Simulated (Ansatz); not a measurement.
# MnBC3: the cost of one run

Computed with Ansatz 0.2.0 (DFT PBE, scalar-relativistic, plane waves, PAW, unless a step's input says otherwise).

## Step 1: The system as given

The structure is tetragonal, space group P4/mmm (No. 123). The conventional cell has a = 4.139 Å, b = 4.139 Å, c = 3.821 Å, α = 90.00°, β = 90.00°, γ = 90.00°. Mn (site symmetry 4/mmm) is surrounded by 6 C at 1.91 to 2.07 Å. B (site symmetry 4/mmm) is surrounded by 12 C at 2.82 to 2.93 Å. C (site symmetry mmm) is surrounded by 2 Mn at 2.07 Å. C (site symmetry 4/mmm) is surrounded by 2 Mn at 1.91 Å.

As a file:

```xyz
5
Lattice="4.1391 0.0000 0.0000 0.0000 4.1391 0.0000 0.0000 0.0000 3.8210" Properties=species:S:1:pos:R:3 pbc="T T T"
Mn    2.0695    2.0695    0.0000
B     0.0000    0.0000    1.9105
C     0.0000    2.0695    0.0000
C     2.0695    0.0000    0.0000
C     2.0695    2.0695    1.9105
```

Recipe of the guess: random cell by space group and Wyckoff sites (P4/mmm, No. 123). Its size is a rough estimate.

## Step 2: The guess as it stands, on a coarse mesh

input.yaml

```yaml
crystal:
  lattice:
    - [4.13907466, 0.0, 0.0]
    - [0.0, 4.13907466, 0.0]
    - [0.0, 0.0, 3.82102937]
  atoms:
    - { symbol: Mn, position: [0.5, 0.5, 0.0], spin: 4.0 }
    - { symbol: B, position: [0.0, 0.0, 0.5] }
    - { symbol: C, position: [0.0, 0.5, 0.0] }
    - { symbol: C, position: [0.5, 0.0, 0.0] }
    - { symbol: C, position: [0.5, 0.5, 0.5] }
basis:
  ecutwfc: 420
kpoints:
  mp_grid: { grid: [4, 4, 4] }
hamiltonian:
  xc: pbe
scf:
  occupations: { method: gaussian, width: 0.1 }
  lower_state_search: "off"
output:
  forces: true
  stress: true
  eigenvalues: true
  populations: true
magnetization:
  spin_polarized: true
```

Command:

```console
ansatz run input.yaml --threads 1 --pin off --max-ram 2560MiB --backend cpu --events-out ev --progress --plain --runs-dir out
```

What time and memory should one allow on 1 thread of Intel Xeon at 2.70GHz, shared host?

About 10 s, with a peak of 0.37 GiB.
